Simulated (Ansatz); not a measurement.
I need a polarisability from point charges of FGeH5Si, SMILES [F][GeH2][SiH3]. Use Ansatz's Python interface. Settings (for the species named): MP2, def2-SVPD basis, multiplicity 1.

```csv
atom,x (Å),y (Å),z (Å)
F,-2.0185,1.1118,-0.1787
Ge,-0.5232,0.6056,-0.8143
Si,0.5263,-0.6462,0.7883
H,-0.6744,-0.2513,-2.0790
H,0.3563,1.8277,-1.1987
H,0.7757,0.1938,1.9980
H,1.8817,-1.1046,0.2843
H,-0.2316,-1.7938,1.1445
```

`run_field.py`:
```python
# -*- coding: utf-8 -*-
"""Response of FGeH5Si to a pair of distant point charges."""

import ansatz as az
import numpy as np


def main():
    geometry_ang = [
        ("F", (-2.0185, 1.1118, -0.1787)),
        ("Ge", (-0.5232, 0.6056, -0.8143)),
        ("Si", (0.5263, -0.6462, 0.7883)),
        ("H", (-0.6744, -0.2513, -2.079)),
        ("H", (0.3563, 1.8277, -1.1987)),
        ("H", (0.7757, 0.1938, 1.998)),
        ("H", (1.8817, -1.1046, 0.2843)),
        ("H", (-0.2316, -1.7938, 1.1445)),
    ]
    fgeh5si = az.Crystal.molecule()
    for symbol, xyz in geometry_ang:
        fgeh5si = fgeh5si.atom(symbol, xyz)

    job = (
        fgeh5si.calculation()
        .basis(gaussian="def2-SVPD")
        .correlation("MP2")
        .forces()
    )
    # charges +q and -q at -R and +R make a nearly even field 2 k q / R^2 at the centre
    centre = np.mean([site.position_ang for site in fgeh5si.cartesian_sites], axis=0)
    field = 2 * 14.399645 * 4.0 / 25.0 ** 2


    def dipole(axis, sign):
        arm = 25.0 * np.eye(3)[axis]
        pair = [{"charge": sign * 4.0, "position_ang": (centre - arm).tolist()}, {"charge": -sign * 4.0, "position_ang": (centre + arm).tolist()}]
        deck = job.input().set(az.key.basis.gaussian.point_charges, pair)
        return np.array(az.Session.from_dict(deck).plan().execute().report["charge_distribution"]["dipole_moment_e_ang"])


    print(f"field {field:.4f} V/A")
    alpha = np.array([(dipole(axis, 1) - dipole(axis, -1)) / (2 * field) * 14.399645 for axis in range(3)])
    print("polarisability tensor (A^3)")
    print(np.array2string(alpha, precision=3, suppress_small=True))
    print(f"mean {np.trace(alpha) / 3:.3f} A^3 = {np.trace(alpha) / 3 / 0.14818471:.2f} bohr^3")


if __name__ == "__main__":
    main()
```

Running `python run_field.py` prints:
```text
field 0.1843 V/A
polarisability tensor (A^3)
[[ 8.272 -0.423  0.6  ]
 [-0.397  8.576 -0.732]
 [ 0.62  -0.709  9.188]]
mean 8.678 A^3 = 58.57 bohr^3
```

What to keep in mind:
- The settings weren't tested for convergence.
- The geometry is a force-field or estimated start, not a minimum of this method, and the basis set is short of its limit. The field of two point charges is only nearly even.
- Timing: 46 s on 1 thread of Arm Neoverse V2, with other jobs on the host, peak memory 0.41 GiB.
